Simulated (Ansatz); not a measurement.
This was printed by a script on Ansatz's Python interface, for harmonic frequencies at the relaxed geometry of CH6AlBO, SMILES B[CH2][AlH][OH]. What did the script look like? Use (for the species named): CAM-B3LYP, 6-31G* basis, multiplicity 1.

Contents of `ch6albo.xyz`:
```text
10

B    -1.35200    0.66230   -0.63620
C    -0.71990   -0.63080   -0.13360
Al    0.92080   -0.18550    0.84610
O     2.38680    0.71810    0.00940
H    -1.55100    0.87900   -1.82340
H    -1.77790    1.53430    0.12270
H    -0.43710   -1.27270   -0.99420
H    -1.37690   -1.15020    0.53210
H     1.11300   -0.59810    2.43230
H     2.87720   -0.00760   -0.35220
```

Output of `python run_freq.py`:
```text
final positions (A) and the move of each atom
B    -1.44795    0.68137   -0.52481    0.1482
C    -0.77840   -0.64797   -0.22278    0.1080
Al    0.91093   -0.16057    0.65864    0.1894
O     2.29247   -0.09376   -0.33649    0.8875
H    -1.25310    1.24731   -1.56303    0.5405
H    -2.11624    1.23442    0.30424    0.4872
H    -0.46212   -1.23710   -1.08930    0.1046
H    -1.27461   -1.26201    0.53843    0.1517
H     1.04839    0.07645    2.21829    0.7106
H     3.16363    0.11066    0.01982    0.4842
mode  1      50.8 1/cm     6.30 meV
mode  2     168.5 1/cm    20.89 meV
mode  3     177.7 1/cm    22.03 meV
mode  4     291.1 1/cm    36.09 meV
mode  5     373.6 1/cm    46.32 meV
mode  6     490.4 1/cm    60.81 meV
mode  7     573.6 1/cm    71.12 meV
mode  8     586.2 1/cm    72.69 meV
mode  9     688.5 1/cm    85.36 meV
mode 10     731.7 1/cm    90.72 meV
mode 11     858.0 1/cm   106.38 meV
mode 12     897.6 1/cm   111.29 meV
mode 13     911.6 1/cm   113.02 meV
mode 14    1041.3 1/cm   129.11 meV
mode 15    1076.3 1/cm   133.45 meV
mode 16    1111.4 1/cm   137.79 meV
mode 17    1291.5 1/cm   160.12 meV
mode 18    1468.6 1/cm   182.09 meV
mode 19    1968.1 1/cm   244.01 meV
mode 20    2609.0 1/cm   323.48 meV
mode 21    2680.5 1/cm   332.34 meV
mode 22    3075.1 1/cm   381.27 meV
mode 23    3149.4 1/cm   390.48 meV
mode 24    3887.9 1/cm   482.03 meV
imaginary modes: 0  zero-point energy: 1.8696 eV
T (K)   F_vib (eV)   S_vib (meV/K)   C_vib (meV/K)
 298.1      1.7803        0.6529          0.7238
 398.1      1.7029        0.8919          0.9309
 498.1      1.6023        1.1187          1.0925
deuterated (1/cm): 45 137 152 240 278 380 420 496 498 588 652 701 846 865 872 877 1022 1203 1418 1900 2009 2233 2337 2832
zero-point energy falls by 0.4437 eV
```

One script that gives this output:

Script `run_freq.py`:
```python
"""Harmonic frequencies of CH6AlBO at its relaxed geometry."""

import ansatz as az
import numpy as np

ch6albo = az.Crystal.molecule_from_extxyz("ch6albo.xyz")

job = (
    ch6albo.calculation()
    .basis(gaussian="6-31G*")
    .functional("cam_b3lyp")
)
symbols = [site.symbol for site in ch6albo.cartesian_sites]
start = np.array([site.position_ang for site in ch6albo.cartesian_sites], dtype=float)
r = job.relax(force_tolerance=0.003).run(threads=1).report
end = np.array(r["positions_ang"])

print("final positions (A) and the move of each atom")
for symbol, xyz, old in zip(symbols, end, start):
    print(f"{symbol:2s} {xyz[0]:10.5f} {xyz[1]:10.5f} {xyz[2]:10.5f}   {np.linalg.norm(xyz - old):7.4f}")

# frequencies need a stationary point, so they are taken at the relaxed geometry
minimum = az.Crystal.molecule()
for symbol, xyz in zip(symbols, end):
    minimum = minimum.atom(symbol, xyz.tolist())
vibrating = (
    minimum.calculation()
    .basis(gaussian="6-31G*")
    .functional("cam_b3lyp")
    .phonons(temperatures=(298.15, 498.15, 100))
)
vib = vibrating.run(threads=1).report["vibrations"]
sums = vib["harmonic_sums"]
modes = [m["omega_inv_cm"] for m in sums["modes_at_gamma"] if m["rigid_motion"] == "no"]
for number, w in enumerate(modes, start=1):
    print(f"mode {number:2d} {w:9.1f} 1/cm {w / 8065.544 * 1000:8.2f} meV")
print("imaginary modes:", sum(w < 0 for w in modes), " zero-point energy:", round(sums["zero_point_energy_ev"], 4), "eV")
print("T (K)   F_vib (eV)   S_vib (meV/K)   C_vib (meV/K)")
for row in zip(sums["temperatures_k"], sums["vibrational_free_energy_ev"], vib["entropy_ev_per_k"], vib["heat_capacity_ev_per_k"]):
    print(f"{row[0]:6.1f} {row[1]:11.4f} {1000 * row[2]:13.4f} {1000 * row[3]:15.4f}")

# all hydrogen replaced by deuterium
heavier = vibrating.phonons(masses={"H": 2.014102}).run(threads=1).report["vibrations"]["harmonic_sums"]
print("deuterated (1/cm):", " ".join(f"{m['omega_inv_cm']:.0f}" for m in heavier["modes_at_gamma"] if m["rigid_motion"] == "no"))
print("zero-point energy falls by", round(sums["zero_point_energy_ev"] - heavier["zero_point_energy_ev"], 4), "eV")
```

The frequencies are harmonic and unscaled, in a modest basis. The result belongs to the one conformer reached from this start, and soft torsions count as harmonic oscillators. It ran for 5.5 min on 1 thread of Arm Neoverse V2, with other jobs on the host, peak memory 0.25 GiB.

(Lines on the test bed's own set-up are left out of the output.)
